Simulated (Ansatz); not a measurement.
# C₂H₆ClIn: up Jacob's ladder to CCSD(T)

An exercise on one series of results from a longer session: the logs are not shown, and one member is left open.

The runs use Ansatz 0.2.0, Gaussian basis; functionals in def2-TZVPP, the program's frozen cores in correlated methods.

The runs, in order: LDA (SPW92), PBE-D4, revPBE-D4, BLYP-D4, r2SCAN-D4, B97M-V, PBE0-D4, B3LYP-D4, r2SCANh-D4, r2SCAN0-D4, HSE06-D4, BHLYP-D4, CAM-B3LYP-D4, LC-ωPBE, ωB97X-V, ωB97M-V, B2PLYP, PBE-QIDH; CCSD(T)/def2-SVP; CCSD(T)/def2-TZVPP; MP2/def2-QZVPP; extrapolation to the limit; RPA on PBE.

### The relaxed structure

The geometry comes from an earlier relaxation with PBE0-D4 in a triple-zeta def2 set; it is a stationary point, not always the lowest conformer. In takes the def2 core potential; no spin-orbit term is included.

10 atoms, charge 0, spin multiplicity 1.

Atoms are counted from 1 here; the program's logs count them from 0.

Bond lengths: C1–C2 1.521 Å, C1–H5 1.095 Å, C1–H6 1.092 Å, C1–H7 1.092 Å, C2–In3 2.148 Å, C2–H8 1.094 Å, C2–H9 1.094 Å, In3–Cl4 2.362 Å, In3–H10 1.711 Å. Angles: C2–C1–H5 111.0°, C2–C1–H6 111.9°, C2–C1–H7 111.9°, H5–C1–H6 107.6°, H5–C1–H7 107.6°, H6–C1–H7 106.6°, C1–C2–In3 113.9°, C1–C2–H8 111.6°, C1–C2–H9 111.5°, In3–C2–H8 106.7°, In3–C2–H9 106.7°, H8–C2–H9 106.0°, C2–In3–Cl4 110.6°, C2–In3–H10 138.4°, Cl4–In3–H10 111.1°.

The first run:

File in.yaml:

```yaml
crystal:
  periodic: [false, false, false]
  atoms:
    - {symbol: C, position_ang: [-1.293291, 0.195156, 0.253025]}
    - {symbol: C, position_ang: [0.081639, -0.141550, 0.808331]}
    - {symbol: In, position_ang: [1.632154, -0.187944, -0.677468]}
    - {symbol: Cl, position_ang: [0.748419, 0.293399, -2.814020]}
    - {symbol: H, position_ang: [-2.045252, 0.204118, 1.048410]}
    - {symbol: H, position_ang: [-1.309212, 1.175163, -0.227954]}
    - {symbol: H, position_ang: [-1.616124, -0.526929, -0.499515]}
    - {symbol: H, position_ang: [0.396202, 0.580066, 1.568255]}
    - {symbol: H, position_ang: [0.088300, -1.119357, 1.299138]}
    - {symbol: H, position_ang: [3.317155, -0.472121, -0.758202]}
basis:
  gaussian: {orbitals: def2-TZVPP}
hamiltonian: {xc: lda}
output: {orbitals: {seedname: orbitals}}
```

On the command line:

```console
$ ansatz run in.yaml --threads 4 --pin off --events-out ev --progress --plain --max-ram 10444MiB
```

Steps of the session up to this table: LDA; PBE-D4 (GGA); revPBE-D4 (GGA); BLYP-D4 (GGA); r2SCAN-D4 (meta-GGA); B97M-V (meta-GGA); PBE0-D4 (hybrid); B3LYP-D4 (hybrid); r2SCANh-D4 (hybrid); r2SCAN0-D4 (hybrid); HSE06-D4 (hybrid); BHLYP-D4 (hybrid); CAM-B3LYP-D4 (range-separated); LC-ωPBE (range-separated); ωB97X-V (range-separated); ωB97M-V (range-separated); B2PLYP (double hybrid); PBE-QIDH (double hybrid).

One of the session's tables, all rows but one given; the rest of the session is left out.

It belongs to the step «Orbital energies across the functionals». 

```
  functional  HOMO (eV)  LUMO (eV)  gap (eV)
 LDA (SPW92)      -6.57      -2.55      4.02
      PBE-D4      -6.43      -2.27      4.15
   revPBE-D4      -6.37      -2.15      4.22
     BLYP-D4      -6.29      -2.24      4.05
   r2SCAN-D4      -6.68      -2.02      4.66
      B97M-V          ?          ?         ?
     PBE0-D4      -7.61      -1.56      6.05
    B3LYP-D4      -7.40      -1.84      5.56
  r2SCANh-D4      -7.12      -1.77      5.35
  r2SCAN0-D4      -7.78      -1.41      6.37
    HSE06-D4      -7.21      -1.92      5.29
    BHLYP-D4      -8.67      -0.93      7.74
CAM-B3LYP-D4      -8.91      -0.78      8.13
     LC-ωPBE     -10.24       0.34     10.58
     ωB97X-V      -9.89       0.20     10.08
     ωB97M-V      -9.75      -0.10      9.65
```

Q: Estimate the row for B97M-V from the others.

As computed: HOMO (eV): -6.75; LUMO (eV): -2.28; gap (eV): 4.47. In the column «HOMO (eV)» it lies between r2SCANh-D4 (-7.12) and r2SCAN-D4 (-6.68).
